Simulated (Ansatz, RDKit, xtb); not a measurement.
**C2H10SSi2: ranking a sample of isomers**

Which of a sample of isomers of C2H10SSi2 is the most stable in the gas at 298.15 K, and what are its properties? The sample is small against all isomers, and the most stable one of this formula need not be in it.

The funnel: GFN2-xTB relaxations, single points with a density functional, relaxations at PBE-D3(BJ)/def2-SVP, harmonic vibrations (at GFN2-xTB), and a last energy at a higher level. All values are calculated.

**1. Possible bonding patterns**

Isomers were taken from a list of plausible structures; this is a sample, not all of them. That gives 5 candidates.

```csv
label,SMILES,spin
c055,C[C@@H]([SiH3])S[SiH3],singlet
c193,CS[SiH2]C[SiH3],singlet
c394,C[SiH](C)S[SiH3],singlet
c419,CCS[SiH2][SiH3],singlet
c826,CSC[SiH2][SiH3],singlet
```

Candidates are built by distance geometry, with a force field where one applies, in up to four conformers (letters a to d).

Q: Predict the outcome of this search (final energies at CCSD(T)/def2-SVP + MP2/def2-TZVPP - MP2/def2-SVP).

| quantity | value |
| --- | --- |
| lowest structure found | C[SiH](C)S[SiH3], singlet |
| next finalist | CS[SiH2]C[SiH3], singlet, 26.7 kcal/mol higher in G |
| share at equilibrium, among the finalists | 100.0 % |

The search ends on `C[SiH](C)S[SiH3]`. The margin of 26.7 kcal/mol over the next finalist is beyond the usual error of the last level; it says nothing of structures that weren't ranked. GFN2-xTB, HF/STO-3G, r2SCAN-D4/def2-SVP, PBE-D3(BJ)/def2-SVP, HF/def2-SVP and MP2/def2-SVP already put its bonding pattern lowest among the structures in one piece. 4 minima inside the window were never screened. The search is not exhaustive (a finite list of starts, one conformer a finalist), so a lower isomer can't be ruled out. Only 5 drawn patterns were tried, so whole families of isomers are missing, and the result ranks this sample alone.
